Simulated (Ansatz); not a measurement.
# KCoF3: further runs on the relaxed cell

The task here is to estimate one member of a computed series from the others.

Program: Ansatz 0.2.0. Level of theory: DFT PBEsol, scalar-relativistic, plane waves, PAW. These are calculated values, not measurements.

## Starting point

Symmetry: Pm-3m, No. 221, cubic system. The conventional cell has a = 4.031 Å, b = 4.031 Å, c = 4.031 Å, α = 90.00°, β = 90.00°, γ = 90.00°. K (site symmetry m-3m) is surrounded by 12 F at 2.85 Å. Co (site symmetry m-3m) is surrounded by 6 F at 2.02 Å. F (site symmetry 4/mmm) has 2 Co at 2.02 Å and 4 K at 2.85 Å in its first shell of neighbours.

Coordinates:

```cif
data_structure
_symmetry_space_group_name_H-M 'P 1'
_symmetry_Int_Tables_number 1
_cell_length_a 4.0308
_cell_length_b 4.0308
_cell_length_c 4.0308
_cell_angle_alpha 90.000
_cell_angle_beta 90.000
_cell_angle_gamma 90.000
_cell_volume 65.49
loop_
_atom_site_label
_atom_site_type_symbol
_atom_site_fract_x
_atom_site_fract_y
_atom_site_fract_z
_atom_site_occupancy
K1 K 0.00000 0.00000 0.00000 1
Co1 Co 0.50000 0.50000 0.50000 1
F1 F 0.00000 0.50000 0.50000 1
F2 F 0.50000 0.00000 0.50000 1
F3 F 0.50000 0.50000 0.00000 1
```

It is the result of an earlier relaxation at this level (volume 13.10 Å³/atom; gap on the mesh: none (metal), site moments up to 2.5 μB).

Set-up of the first run:

input.yaml reads:

```yaml
crystal:
  lattice:
    - [3.9900958143, 0.0, 0.0]
    - [0.0, 3.9900958143, 0.0]
    - [0.0, 0.0, 3.9900958143]
  atoms:
    - { symbol: K, position: [0.0, 0.0, 0.0] }
    - { symbol: Co, position: [0.5, 0.5, 0.5], spin: 2.8 }
    - { symbol: F, position: [0.0, 0.5, 0.5] }
    - { symbol: F, position: [0.5, 0.0, 0.5] }
    - { symbol: F, position: [0.5, 0.5, 0.0] }
basis:
  ecutwfc: 420
kpoints:
  mp_grid: { grid: [10, 10, 10] }
hamiltonian:
  xc: pbesol
scf:
  occupations: { method: gaussian, width: 0.1 }
output:
  forces: true
  stress: true
  eigenvalues: true
  populations: true
  write_density: true
  write_potential: true
  elf: true
  volumetric_format: npy
magnetization:
  spin_polarized: true
```

Run with:

```sh
$ ansatz run input.yaml --threads 1 --pin off --max-ram 2560MiB --backend cpu --events-out ev --progress --plain --runs-dir out
```

Steps of the session up to this table: Point at V/V0 = 0.97; Volume × 1.03; The cell scaled to 0.94 of its volume; Volume × 1.06; Point at V/V0 = 0.91; The cell scaled to 1.10 of its volume; Volume × 0.88.

One of the session's tables, all rows but one given; the rest of the session is left out.

It belongs to the step «Fit of the equation of state». 

```
volume (Å³/atom)  energy above the lowest point (meV/atom)  pressure (GPa)  largest moment (μB)
          11.526                                      61.6           13.84                 2.43
          11.919                                      32.5            9.75                 2.51
          12.312                                         ?               ?                    ?
          12.705                                       3.1            2.71                 2.54
          13.098                                       0.0           -0.01                 2.55
          13.491                                       3.0           -2.30                 2.56
          13.884                                      11.2           -4.22                 2.57
          14.408                                      28.7           -6.32                 2.58
```

Estimate the missing values for volume (Å³/atom) = 12.312.

Worked estimate for «energy above the lowest point (meV/atom)». A straight line through the neighbours (11.919, 32.5) and (12.705, 3.1) gives 32.5 + (3.1 − 32.5) × (12.312 − 11.919) / (12.705 − 11.919) = 17.8; a parabola fitted to 4 rows on both sides gives 13.5.

The run gave: energy above the lowest point (meV/atom): 13.5; pressure (GPa): 5.94; largest moment (μB): 2.53. In «energy above the lowest point (meV/atom)» the line misses by +4.3 and the parabola by 0.0.

Limits of these values: Without a U such compounds often come out metallic though many are antiferromagnetic insulators.
